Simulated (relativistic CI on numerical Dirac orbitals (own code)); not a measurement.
# Cr IV (Cr³⁺): levels and lines

What are the lowest levels and the strongest lines of Cr³⁺? One CI run answers it; runs with one setting changed show what the result hangs on. Configuration energies are shifted onto measured levels.

Method: Dirac-Coulomb-Breit CI, KLI orbitals optimised for each configuration, model QED (radiative potential, 1s self-energy scaled to tabulated hydrogen-like ionisation energies), valence Slater integrals scaled by 0.85, configuration energies shifted to the measured levels that pair with them (semi-empirical). Code: relativistic CI on numerical Dirac orbitals (own code) version 4.

## (1) Starting point

- ion: Cr³⁺ (Cr IV)
- nuclear charge: 24
- electrons: 21
- isotope: A = 52
- first configuration typed: [Ar] 3d3

The outer shells:

first configuration typed
```
[Ar] core
3d [↑ ][↑ ][↑ ][  ][  ]
```

## (2) Base run

Settings of the run:

```ini
atom Cr  Z=24  charge=3  electrons=21
nucleus A=52  rms_radius_fm=3.6452
hamiltonian dirac-coulomb  breit=on  qed=on  c_scale=1
orbitals kli  potential=per-configuration
slater_scale 0.85
correlation fit
mixing on
configurations
  [Ar] 3d3
  [Ar] 3d2 4s
  [Ar] 3d2 4p
  [Ne] 3s2 3p5 3d4
  [Ar] 3d2 4d
  [Ar] 3d2 5s
  [Ar] 3d 4s2
  [Ar] 3d2 5p
  [Ar] 3d2 4f
  [Ar] 3d2 5d
  [Ar] 3d 4s 4p
  [Ar] 3d2 5f
  [Ar] 3d2 5g
  [Ne] 3s2 3p4 3d5
  [Ar] 3d 4p2
  [Ar] 3d 4s 4d
  [Ne] 3s 3p6 3d4
  [Ar] 3d 4p 4d
end
```

Started as:

```console
$ python run_levels.py task.json out
```

The settings of every run stand in task.json; they run in order.

## (4) Slater integrals scaled by 0.75

Settings: those of step 2 with these lines changed.

```diff
@@ -4,3 +4,3 @@
 orbitals kli  potential=per-configuration
-slater_scale 0.85
+slater_scale 0.75
 correlation fit
```

## (5) Slater integrals scaled by 1

Settings: those of step 4 with these lines changed.

```diff
@@ -4,3 +4,3 @@
 orbitals kli  potential=per-configuration
-slater_scale 0.75
+slater_scale 1
 correlation fit
```

(Steps that only read results are left out.)

Before running it: what results should come out? Wanted: lowest level; first excitation; lowest level of the other parity; fastest E1 line; mean error of paired levels.

**Answer**, as computed:

| run | time | mean size of shift, levels followed (cm⁻¹) | lowest level | mean error to measured (cm⁻¹) |
| --- | --- | --- | --- | --- |
| main run | 3.7 s | 0 | 3d3 4F3/2 | 611 |
| Slater integrals scaled by 0.75 | 5.7 s | 1239 | 3d3 4F3/2 | 1204 |
| Slater integrals scaled by 1 | 7 s | 1813 | 3d3 4F3/2 | 1744 |

| quantity | value |
| --- | --- |
| lowest level | 3d3 4F3/2 |
| first excitation | 3d3 4F5/2, 224.6 cm⁻¹ |
| lowest level of the other parity | 3d2 4p 4G°5/2, 157261 cm⁻¹ |
| levels in the model | 1464 |
| fastest E1 line (by rate) to the lowest level among the lowest 400 of 1464 levels | 35.33 nm, from 3d2 4f 4G°5/2 |
| mean error of paired levels | 611 cm⁻¹ over 66 |

3d3 4F3/2 comes out lowest; its LS label holds 99 % and its jj label 36 %; over the low levels the means are 95 and 56 %, so LS coupling describes them better. Of the changes tried, the run «Slater integrals scaled by 1» moves the low levels most, by 1813 cm⁻¹ on average. No change brings the levels clearly nearer the measured ones. The configurations are shifted onto measured levels, so the match to them is no test; configurations with no paired level borrow a shift and can be far off. Lifetimes count radiative decay inside the model alone.
